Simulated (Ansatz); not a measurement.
# F2H3NSi + H2: a complex and its separated parts

The complex below is one end of an elementary step. How strongly is it bound against its free parts?

Program: Ansatz 0.2.0, Gaussian basis. Level of theory: PBE0-D4/def2-TZVP structures, single points in def2-TZVPP, no counterpoise correction. These are calculated values, not measurements.

Levels: SPW92, PBE-D4, BLYP-D4, r2SCAN-D4, B97M-V, PBE0-D4, B3LYP-D4, r2SCAN0-D4, BHLYP-D4, CAM-B3LYP-D4, wB97X-V, wB97M-V, B2PLYP, PBE-QIDH, RPA on PBE, Hartree-Fock, MP2, CCSD, CCSD(T).

Correlated methods freeze the cores. B3LYP uses VWN-RPA correlation. B2PLYP carries no dispersion term here.

21 further runs of the same task are left out: 21 set aside as unsound or not needed.

### 1 The starting structure

The complex: 9 atoms, charge 0, spin multiplicity 1.

Atoms are counted from 1 here; the program's logs count them from 0.

Bond lengths: Si1–N2 1.686 Å, Si1–F3 1.590 Å, Si1–F4 1.586 Å, Si1–H5 1.470 Å, N2–H8 1.007 Å, N2–H9 1.006 Å, H6–H7 0.748 Å. Angles: N2–Si1–F3 114.7°, N2–Si1–F4 107.8°, N2–Si1–H5 111.0°, F3–Si1–F4 104.8°, F3–Si1–H5 107.0°, F4–Si1–H5 111.4°, Si1–N2–H8 122.1°, Si1–N2–H9 121.2°, H8–N2–H9 112.1°.

Geometry (Å):

```
Si   -0.51236   -0.99219   -0.53027
N     0.87545   -0.12367   -0.12748
F    -0.24922   -2.31083   -1.37920
F    -1.17184   -1.50278    0.81839
H    -1.44642   -0.16160   -1.30332
H    -0.06845    2.18958    1.21967
H    -0.26178    2.85018    1.51149
H     1.51677   -0.43827    0.58235
H     1.31786    0.48967   -0.79162
```

Its parts: F2H3NSi holds atoms 1, 2, 3, 4, 5, 8, 9; H2 holds atoms 6, 7. Each part counts its atoms afresh in its own runs.

### 2 Relaxing F2H3NSi alone

Contents of relax-a/in.yaml:

```yaml
crystal:
  periodic: [false, false, false]
  atoms:
    - {symbol: Si, position_ang: [-0.512364, -0.992186, -0.530272]}
    - {symbol: N, position_ang: [0.875447, -0.123674, -0.127477]}
    - {symbol: F, position_ang: [-0.249224, -2.310829, -1.379204]}
    - {symbol: F, position_ang: [-1.171838, -1.502776, 0.818393]}
    - {symbol: H, position_ang: [-1.446422, -0.161597, -1.303317]}
    - {symbol: H, position_ang: [1.516774, -0.438268, 0.582345]}
    - {symbol: H, position_ang: [1.317856, 0.489673, -0.791624]}
basis:
  gaussian: {orbitals: def2-TZVP}
hamiltonian: {xc: pbe0, dispersion: d4}
relax: {f_tol: 0.005, max_steps: 200}
```

The command line of these runs was not kept.

Further steps of the session: Relaxing H2 alone; wB97M-V/def2-TZVPP; CCSD(T)/def2-TZVPP; Vibrations of F2H3NSi; Vibrations of H2.

Before running it: what results should come out? Wanted: complex less parts, CCSD(T)/def2-TZVPP; with zero-point energy; largest T1 diagnostic.

The runs gave:

```
                              quantity         value
complex less parts, CCSD(T)/def2-TZVPP  -1.97 kJ/mol
                with zero-point energy  +2.40 kJ/mol
                 largest T1 diagnostic         0.011
```

**Reading.** At CCSD(T) the complex lies 1.97 kJ/mol below its parts. The functionals run from r2SCAN0-D4, off by -0.08 kJ/mol, to SPW92, off by -3.70 kJ/mol, against CCSD(T). Mean unsigned error by rung: LDA 3.70, GGA 1.34, meta-GGA 0.51, hybrid 0.68, range-separated hybrid 0.57, double hybrid 0.65 kJ/mol. PBE-D4 gives a relative energy 2.01 kJ/mol too low, an error of 102 % of the reference. No counterpoise was applied, and triple zeta lacks some correlation, so the CCSD(T) reference has a basis error of its own, and close matches with it are partly luck.
